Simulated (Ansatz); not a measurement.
WC, space group P-6m2: an all-electron equation of state, run with the Ansatz DFT code, driven from Python.

`run_eos_lapw.py`
```python
"""E(V) of WC on LAPW."""

import ansatz as az
from ase.eos import EquationOfState
from ase.units import GPa
import numpy as np

FUNCTIONAL = "PBEsol"
FILLING = "Marzari-Vanderbilt"
KGRID = (11, 11, 10)

VECTORS = np.array([
    [2.9065, 0.0, 0.0],
    [-1.45325, 2.517103, 0.0],
    [0.0, 0.0, 2.8366],
])
SITES = [
    ("W", [0.0, 0.0, 0.0]),
    ("C", [2 / 3, 1 / 3, 0.5]),
]


def make_crystal(cell):
    crystal = az.Crystal(lattice=az.Lattice.of(cell))
    for symbol, position in SITES:
        crystal = crystal.atom(symbol, position)
    return crystal

volumes, energies = [], []
for scale in np.linspace(0.94, 1.06, 7):
    cell = VECTORS * scale ** (1 / 3)
    setup = make_crystal(cell).calculation()
    setup = setup.functional(FUNCTIONAL)
    setup = setup.occupations(FILLING, width=100 * az.meV)
    setup = setup.kpoints(*KGRID)
    setup = setup.pseudopotentials("all_electron", lapw=True)
    summary = setup.run().report
    volumes.append(abs(np.linalg.det(cell)) / len(SITES))
    energies.append(summary["free_energy_ev"] / len(SITES))
    print(f"{scale:.3f} {volumes[-1]:9.4f} A^3/atom {energies[-1]:16.5f} eV/atom  (estimated basis error {1000 * summary['lapw_basis_errors']['total_ev_per_atom']:.2f} meV/atom)")
v0, e0, bulk = EquationOfState(volumes, energies, eos="birchmurnaghan").fit()
print(f"V0 = {v0:.4f} A^3/atom, B0 = {bulk / GPa:.1f} GPa")
```

From its runs, with one value withheld:

| V (Å³/atom) | F less the lowest row shown (meV/atom) |
| --- | --- |
| 9.754 | 38.25 |
| 9.961 | ? |
| 10.169 | 0.99 |
| 10.376 | 0.00 |
| 10.584 | 9.25 |
| 10.791 | 27.73 |
| 10.999 | 54.51 |

What is the missing energy at 9.961 Å³ an atom?

A third-order Birch-Murnaghan fit, E = E0 + (9 V0 B0 / 16) [(t - 1)³ B' + (t - 1)² (6 - 4t)] with t = (V0/V)^(2/3), through the 6 rows shown gives V0 = 10.291 Å³, B0 = 408.4 GPa, B' = 4.16 and E0 = -0.89 meV. At V = 9.961 Å³, t = 1.02192, and the fit interpolates to 13.31 meV. The run gave 13.32 meV, a miss of 0.01 meV.

Reading the output:
- Spin is left out of this run.
- Shape and fractional positions are held along the curve, so the bulk modulus is an upper value where they are free to relax.
- For a metal this k-point mesh is coarse: on a finer one energies can move by several to tens of meV an atom and pressures by half a GPa or more, differences at one mesh by less.
- Spin-orbit coupling, which matters for elements this heavy, is left out.
- The structure is a deposited one; some such entries were measured under pressure or heat, so a shift against it needn't be the functional's error alone.
- It ran for 5.3 min on 1 thread of Arm Neoverse V1 (shared host), peak memory 0.53 GiB.
